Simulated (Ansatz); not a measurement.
# AlH7O3Si: search for a transition state

Is there a first-order saddle for this four-centre ligand exchange, which should form Al1–Si6, O2–H5 and break Al1–O2, H5–Si6, and which two structures does it connect?

Program: Ansatz 0.2.0, Gaussian basis. Level of theory: PBE0-D4, def2-SVP first, then def2-TZVP. These are calculated values, not measurements.

152 further runs of the same task are left out: 152 set aside as unsound or not needed.

## (1) The system as given

The guess: 12 atoms, charge 0, spin multiplicity 1.

Atoms are counted from 1 here; the program's logs count them from 0.

Bond lengths: Al1–O2 1.797 Å, Al1–O3 1.654 Å, Al1–O4 1.654 Å, Al1–H5 1.725 Å, Al1–Si6 2.521 Å, O2–H5 1.186 Å, O2–H7 0.960 Å, O3–H8 0.943 Å, O4–H9 0.943 Å, Si6–H10 1.480 Å, Si6–H11 1.471 Å, Si6–H12 1.481 Å. Angles: O2–Al1–O3 111.0°, O2–Al1–O4 111.0°, O2–Al1–H5 39.3°, O2–Al1–Si6 92.5°, O3–Al1–O4 127.4°, O3–Al1–H5 116.2°, O3–Al1–Si6 104.2°, O4–Al1–H5 116.3°, O4–Al1–Si6 104.2°, H5–Al1–Si6 53.2°, Al1–O2–H5 67.1°, Al1–O2–H7 168.7°, H5–O2–H7 124.2°, Al1–O3–H8 174.6°, Al1–O4–H9 174.6°, Al1–H5–O2 73.7°, Al1–Si6–H10 121.8°, Al1–Si6–H11 104.2° and more.

Geometry (Å):

| atom | x (Å) | y (Å) | z (Å) |
| --- | --- | --- | --- |
| Al1 | 0.0741 | -0.7643 | 0.4573 |
| O2 | 0.7894 | -1.2824 | -1.1079 |
| O3 | 1.2455 | -0.5737 | 1.6097 |
| O4 | -1.4386 | -1.4029 | 0.6579 |
| H5 | 0.4406 | -0.1489 | -1.1118 |
| Si6 | -0.3504 | 1.5739 | -0.3844 |
| H7 | 1.1942 | -1.7252 | -1.8575 |
| H8 | 1.8578 | -0.5057 | 2.3241 |
| H9 | -2.2786 | -1.7838 | 0.8560 |
| H10 | -1.3351 | 1.8520 | -1.4542 |
| H11 | -0.9487 | 2.2683 | 0.7660 |
| H12 | 0.7497 | 2.4928 | -0.7552 |

Distances that are to change: Al1–Si6 2.52 Å, O2–H5 1.19 Å, Al1–O2 1.80 Å, H5–Si6 2.03 Å.

## (2) Relaxing the guess with the reacting distances held

The input, hold/in.yaml:

```yaml
crystal:
  periodic: [false, false, false]
  atoms:
    - {symbol: Al, position_ang: [0.074100, -0.764300, 0.457300]}
    - {symbol: O, position_ang: [0.789400, -1.282400, -1.107900]}
    - {symbol: O, position_ang: [1.245500, -0.573700, 1.609700]}
    - {symbol: O, position_ang: [-1.438600, -1.402900, 0.657900]}
    - {symbol: H, position_ang: [0.440600, -0.148900, -1.111800]}
    - {symbol: Si, position_ang: [-0.350400, 1.573900, -0.384400]}
    - {symbol: H, position_ang: [1.194200, -1.725200, -1.857500]}
    - {symbol: H, position_ang: [1.857800, -0.505700, 2.324100]}
    - {symbol: H, position_ang: [-2.278600, -1.783800, 0.856000]}
    - {symbol: H, position_ang: [-1.335100, 1.852000, -1.454200]}
    - {symbol: H, position_ang: [-0.948700, 2.268300, 0.766000]}
    - {symbol: H, position_ang: [0.749700, 2.492800, -0.755200]}
basis:
  gaussian: {orbitals: def2-SVP}
hamiltonian: {xc: pbe0, dispersion: d4}
relax: {f_tol: 0.04, max_steps: 150, escape_saddle: false, constraints: [{distance: [0, 5]}, {distance: [1, 4]}, {distance: [0, 1]}, {distance: [4, 5]}]}
```

Command:

```bash
$ ansatz run in.yaml --threads 8 --pin off --events-out ev --progress --plain --max-ram 19148MiB
```

Output, shortened:

```text
Functional definition: PBE0
  name "PBE0"
  cite "Adamo & Barone, J. Chem. Phys. 110, 6158 (1999) doi:10.1063/1.478522"
  cite "Perdew, Burke & Ernzerhof, Phys. Rev. Lett. 77, 3865 (1996) doi:10.1103/PhysRevLett.77.3865"
  parent pbe
[...]
1142 factors; integrals over basis functions are off by at most 3.6e-4 eV
[...]
mean field -20709.25169391 eV, -761.0509625163 hartree, gradient 3.4e-5 eV, S^2 0.000000; 0 other end points of the search recorded, 0 dependent functions left out
[...]
reference -20709.25172642 eV, -761.0509637109 hartree; 29, 29 occupied and 84, 84 virtual orbitals, 1142 factors
[...]
Atom 4 at     0.433450    -0.085081    -1.362142 Å, force     0.277453    -1.338321     0.017866 eV/Å
Atom 5 at    -0.352592     1.586725    -0.519507 Å, force    -0.118695     0.491657    -0.081875 eV/Å
Atom 6 at     1.601725    -1.413884    -1.341588 Å, force     0.002427     0.002979     0.000102 eV/Å
Atom 7 at     1.388518    -0.746412     2.304536 Å, force    -0.003914    -0.004250     0.007425 eV/Å
Atom 8 at    -2.059989    -1.469300     1.388954 Å, force     0.000549     0.007488     0.006049 eV/Å
Atom 9 at    -1.480265     1.900360    -1.453620 Å, force     0.001615    -0.007035    -0.004768 eV/Å
Atom 10 at    -0.823268     2.010369     0.849102 Å, force     0.013667     0.002414     0.002028 eV/Å
Atom 11 at     0.787023     2.504446    -0.850486 Å, force    -0.002267     0.001801     0.007752 eV/Å
Dipole moment:     0.280658    -0.153205     0.208196 e Å
```

Wall time 20 s (8 threads of Arm Neoverse V1, shared host).

The steps of the relaxation: (the energy doesn't fall at every step)

| step | energy from step 1 (eV) | largest force component (eV/Å) |
| --- | --- | --- |
| 1 | 0.0000 | 1.2725 |
| 2 | -0.1953 | 0.4407 |
| 3 | -0.2338 | 0.1326 |
| 4 | -0.2633 | 0.4546 |
| 5 | -0.4130 | 0.2978 |
| 6 | -0.2899 | 2.8494 |
| 7 | -0.4522 | 0.1744 |
| 8 | -0.4863 | 0.2629 |
| 9 | -0.4787 | 1.3464 |
| 10 | -0.5093 | 0.2393 |
| 11 | -0.5264 | 0.2845 |
| 12 | -0.5434 | 0.8557 |
| 13 | -0.5665 | 0.3358 |
| 14 | -0.5592 | 0.2697 |
| 15 | -0.5847 | 0.1204 |
| 16 | -0.5880 | 0.1021 |
| 17 | -0.5885 | 0.0574 |
| 18 | -0.5891 | 0.0137 |

Close pairs (by a distance rule), those that changed most:

| bond | before (Å) | after (Å) | change (Å) |
| --- | --- | --- | --- |
| Al1–H5 | 1.725 | 1.863 | +0.138 |
| Al1–O3 | 1.654 | 1.711 | +0.056 |
| Al1–O4 | 1.654 | 1.700 | +0.046 |
| Si6–H11 | 1.471 | 1.508 | +0.037 |
| Si6–H12 | 1.481 | 1.500 | +0.020 |
| Si6–H10 | 1.480 | 1.498 | +0.017 |
| O3–H8 | 0.943 | 0.957 | +0.013 |
| O4–H9 | 0.943 | 0.956 | +0.012 |

## (3) Force constants to start from

The input, hessian/in.yaml:

```yaml
crystal:
  periodic: [false, false, false]
  atoms:
    - {symbol: Al, position_ang: [0.002864, -0.764500, 0.317887]}
    - {symbol: O, position_ang: [0.648291, -1.249053, -1.287904]}
    - {symbol: O, position_ang: [1.367222, -0.794414, 1.349362]}
    - {symbol: O, position_ang: [-1.513078, -1.479155, 0.605406]}
    - {symbol: H, position_ang: [0.433450, -0.085081, -1.362142]}
    - {symbol: Si, position_ang: [-0.352592, 1.586725, -0.519507]}
    - {symbol: H, position_ang: [1.601725, -1.413884, -1.341588]}
    - {symbol: H, position_ang: [1.388518, -0.746412, 2.304536]}
    - {symbol: H, position_ang: [-2.059989, -1.469300, 1.388954]}
    - {symbol: H, position_ang: [-1.480265, 1.900360, -1.453620]}
    - {symbol: H, position_ang: [-0.823268, 2.010369, 0.849102]}
    - {symbol: H, position_ang: [0.787023, 2.504446, -0.850486]}
basis:
  gaussian: {orbitals: def2-SVP}
hamiltonian: {xc: pbe0, dispersion: d4}
phonons: {}
scf: {lower_state_search: off}
```

Command:

```bash
$ ansatz run in.yaml --threads 8 --pin off --events-out ev --progress --plain --max-ram 19148MiB
```

Output, shortened:

```text
[... 5 set-up lines as earlier in the session ...]
[...]
1139 factors; integrals over basis functions are off by at most 3.3e-4 eV
[...]
mean field -20709.84095535 eV, -761.0726174748 hartree, gradient 1.9e-6 eV, S^2 0.000000; 0 other end points of the search recorded, 0 dependent functions left out
[...]
WARN: phonons: modes at or below zero, which the zero-point energy, F, S and C_V leave out: 2, the lowest at -989.69 cm⁻¹. A minimum has none, and a first-order saddle one
[...]
Atom 11 at     0.787023     2.504446    -0.850486 Å, force    -0.002248     0.001747     0.007731 eV/Å
Dipole moment:     0.280660    -0.153202     0.208198 e Å
Vibrations: -989.69 -47.08 84.01 114.19 163.58 166.53 214.41 249.31 310.04 366.74 422.35 435.91 452.51 510.11 552.39 673.66 711.47 834.38 886.83 921.97 935.75 938.66 1279.51 1755.27 2159.30 2201.30 2216.74 3831.72 4008.70 4024.18 cm⁻¹, zero-point energy 1.947884 eV
Checks for a lower state left out: stability, starts, cluster_reference, orbital_swaps, neighbouring_geometries, increment
```

Wall time 46 s (8 threads of Arm Neoverse V1, shared host).

The structure is not stationary yet, so these wavenumbers are no spectrum; the search needs only the force constants.

## (4) Saddle search in the small basis

A small driver takes partitioned rational-function steps: uphill along one mode, downhill along the rest. It calls the program once a step for energy and forces and updates the Hessian by Bofill's formula. It stops when the largest force is under 0.04 eV/Å and the followed curvature is negative. The first step's input:

The input, presaddle/in.yaml:

```yaml
crystal:
  periodic: [false, false, false]
  atoms:
    - {symbol: Al, position_ang: [0.002864, -0.764500, 0.317887]}
    - {symbol: O, position_ang: [0.648291, -1.249053, -1.287904]}
    - {symbol: O, position_ang: [1.367222, -0.794414, 1.349362]}
    - {symbol: O, position_ang: [-1.513078, -1.479155, 0.605406]}
    - {symbol: H, position_ang: [0.433450, -0.085081, -1.362142]}
    - {symbol: Si, position_ang: [-0.352592, 1.586725, -0.519507]}
    - {symbol: H, position_ang: [1.601725, -1.413884, -1.341588]}
    - {symbol: H, position_ang: [1.388518, -0.746412, 2.304536]}
    - {symbol: H, position_ang: [-2.059989, -1.469300, 1.388954]}
    - {symbol: H, position_ang: [-1.480265, 1.900360, -1.453620]}
    - {symbol: H, position_ang: [-0.823268, 2.010369, 0.849102]}
    - {symbol: H, position_ang: [0.787023, 2.504446, -0.850486]}
basis:
  gaussian: {orbitals: def2-SVP}
hamiltonian: {xc: pbe0, dispersion: d4}
output: {forces: true}
scf: {lower_state_search: off}
```

Command:

```bash
$ ansatz run in.yaml --threads 8 --pin off --events-out ev --progress --plain --max-ram 19148MiB
```

The driver's record:

| step | energy (eV) | largest force (eV/Å) | followed curvature (eV/Å²) |
| --- | --- | --- | --- |
| 1 | -20710.04701 | 1.3383 | -6.86 |
| 2 | -20710.02909 | 0.2369 | -7.35 |
| 3 | -20710.03196 | 0.2480 | -7.46 |
| 4 | -20710.03211 | 0.2126 | -7.47 |
| 5 | -20710.03279 | 0.0751 | -7.51 |
| 6 | -20710.03307 | 0.0500 | -7.53 |
| 7 | -20710.03325 | 0.0464 | -7.55 |
| 8 | -20710.03329 | 0.0213 | -7.54 |

The 8 steps took 6.5 s in all (8 threads of Arm Neoverse V1, shared host).

## (5) Saddle search in triple zeta

A small driver takes partitioned rational-function steps: uphill along one mode, downhill along the rest. It calls the program once a step for energy and forces and updates the Hessian by Bofill's formula. It stops when the largest force is under 0.018 eV/Å and the followed curvature is negative. The first step's input:

The input, saddle/in.yaml:

```yaml
crystal:
  periodic: [false, false, false]
  atoms:
    - {symbol: Al, position_ang: [0.044870, -0.859409, 0.342690]}
    - {symbol: O, position_ang: [0.660990, -1.248359, -1.328513]}
    - {symbol: O, position_ang: [1.370350, -0.786644, 1.409625]}
    - {symbol: O, position_ang: [-1.510610, -1.473725, 0.627138]}
    - {symbol: H, position_ang: [0.372904, -0.020712, -1.270764]}
    - {symbol: Si, position_ang: [-0.334957, 1.593577, -0.592398]}
    - {symbol: H, position_ang: [1.611753, -1.394157, -1.431490]}
    - {symbol: H, position_ang: [1.354129, -0.773069, 2.366664]}
    - {symbol: H, position_ang: [-2.058891, -1.384871, 1.404828]}
    - {symbol: H, position_ang: [-1.495654, 1.909552, -1.480286]}
    - {symbol: H, position_ang: [-0.786831, 1.874040, 0.817531]}
    - {symbol: H, position_ang: [0.771846, 2.563877, -0.865023]}
basis:
  gaussian: {orbitals: def2-TZVP}
hamiltonian: {xc: pbe0, dispersion: d4}
output: {forces: true}
scf: {lower_state_search: off}
```

Command:

```bash
$ ansatz run in.yaml --threads 8 --pin off --events-out ev --progress --plain --max-ram 19148MiB
```

The driver's record:

| step | energy (eV) | largest force (eV/Å) | followed curvature (eV/Å²) |
| --- | --- | --- | --- |
| 1 | -20722.96457 | 0.2234 | -7.54 |
| 2 | -20722.97093 | 0.1515 | -7.50 |
| 3 | -20722.97164 | 0.0364 | -7.51 |
| 4 | -20722.97157 | 0.0949 | -7.52 |
| 5 | -20722.97169 | 0.0352 | -7.52 |
| 6 | -20722.97174 | 0.0355 | -7.52 |
| 7 | -20722.97178 | 0.0175 | -7.52 |

The 7 steps took 14 s in all (8 threads of Arm Neoverse V1, shared host).

The point found:

```xyz
12
charge 0, multiplicity 1
Al    0.02883   -0.85497    0.34192
O     0.65520   -1.22910   -1.32196
O     1.35122   -0.80649    1.40364
O    -1.50888   -1.49252    0.62942
H     0.37740   -0.02459   -1.26415
Si   -0.33673    1.61770   -0.59624
H     1.60481   -1.37658   -1.40528
H     1.30814   -0.80242    2.35685
H    -1.99728   -1.45732    1.44740
H    -1.48352    1.93185   -1.49059
H    -0.77937    1.93876    0.79917
H     0.78007    2.55578   -0.90018
```

Followed mode, largest move set to 1: H5 (0.42, -0.77, -0.48); Al1 (-0.16, 0.40, 0.17); O2 (-0.04, 0.32, -0.04); H11 (-0.10, 0.27, 0.10).

## (6) Checking the order of the point

The input, vib/in.yaml:

```yaml
crystal:
  periodic: [false, false, false]
  atoms:
    - {symbol: Al, position_ang: [0.028834, -0.854967, 0.341918]}
    - {symbol: O, position_ang: [0.655198, -1.229100, -1.321959]}
    - {symbol: O, position_ang: [1.351219, -0.806488, 1.403641]}
    - {symbol: O, position_ang: [-1.508879, -1.492522, 0.629421]}
    - {symbol: H, position_ang: [0.377402, -0.024585, -1.264146]}
    - {symbol: Si, position_ang: [-0.336726, 1.617696, -0.596242]}
    - {symbol: H, position_ang: [1.604807, -1.376580, -1.405283]}
    - {symbol: H, position_ang: [1.308138, -0.802423, 2.356855]}
    - {symbol: H, position_ang: [-1.997276, -1.457320, 1.447396]}
    - {symbol: H, position_ang: [-1.483525, 1.931851, -1.490585]}
    - {symbol: H, position_ang: [-0.779367, 1.938761, 0.799166]}
    - {symbol: H, position_ang: [0.780074, 2.555778, -0.900183]}
basis:
  gaussian: {orbitals: def2-TZVP}
hamiltonian: {xc: pbe0, dispersion: d4}
phonons: {temperatures: {t_min: 298.15, t_max: 900, t_step: 200}}
```

Command:

```bash
$ ansatz run in.yaml --threads 8 --pin off --events-out ev --progress --plain --max-ram 19148MiB
```

Output, shortened:

```text
[... 5 set-up lines as earlier in the session ...]
[...]
1308 factors; their error is unknown
[...]
mean field -20722.76789950 eV, -761.5476739100 hartree, gradient 6.4e-5 eV, S^2 0.000000; 0 other end points of the search recorded, 0 dependent functions left out
[...]
WARN: phonons: modes at or below zero, which the zero-point energy, F, S and C_V leave out: 1, the lowest at -1179.09 cm⁻¹. A minimum has none, and a first-order saddle one
[...]
Atom 9 at    -1.483525     1.931851    -1.490585 Å, force     0.000039     0.000204    -0.000164 eV/Å
Atom 10 at    -0.779367     1.938761     0.799166 Å, force     0.000347    -0.000305    -0.001221 eV/Å
Atom 11 at     0.780074     2.555778    -0.900183 Å, force     0.000229    -0.000598     0.000800 eV/Å
Dipole moment:     0.216394    -0.093746     0.281628 e Å
Vibrations: -1179.09 74.71 106.11 134.75 149.62 184.31 209.26 257.23 316.58 350.68 373.41 395.33 512.65 545.99 609.26 643.18 693.65 817.66 883.69 921.65 932.45 939.46 1179.80 1659.54 2162.40 2208.44 2222.64 3837.96 3980.23 3993.36 cm⁻¹, zero-point energy 1.940105 eV
```

It took 1.7 min on 8 threads of Arm Neoverse V1, shared host.

Wavenumbers and character of the modes:

| mode | wavenumber (cm⁻¹) | character |
| --- | --- | --- |
| 1 | 1179i | changes O2–H5, H5–Si6 |
| 2 | 75 | bend with torsion |
| 3 | 106 | torsion |
| 4 | 135 | torsion |
| 5 | 150 | bend with Al–Si stretch |
| 6 | 184 | bend with torsion |
| 7 | 209 | torsion with bend |
| 8 | 257 | torsion |
| 9 | 317 | torsion with bend |
| 10 | 351 | Al–Si stretch with bend |
| 11 | 373 | bend |
| 12 | 395 | torsion with bend |
| 13 | 513 | bend |
| 14 | 546 | bend |
| 15 | 609 | bend |
| 16 | 643 | Al–O stretch with bend |
| 17 | 694 | bend |
| 18 | 818 | Al–O stretch |
| 19 | 884 | bend |
| 20 | 922 | torsion with Al–O stretch |
| 21 | 932 | Al–O stretch |
| 22 | 939 | bend |
| 23 | 1180 | bend |
| 24 | 1660 | Al–H stretch with bend |
| 25 | 2162 | Si–H stretch |
| 26 | 2208 | Si–H stretch |
| 27 | 2223 | Si–H stretch |
| 28 | 3838 | O–H stretch |
| 29 | 3980 | O–H stretch |
| 30 | 3993 | O–H stretch |

Vibrational sums (real modes only):

| T (K) | entropy (J/mol/K) | heat capacity (J/mol/K) |
| --- | --- | --- |
| 298 | 111.1 | 114.5 |
| 498 | 179.5 | 151.2 |
| 698 | 234.1 | 172.2 |
| 898 | 279.3 | 186.3 |

(Part 1 of 3 ends here.)
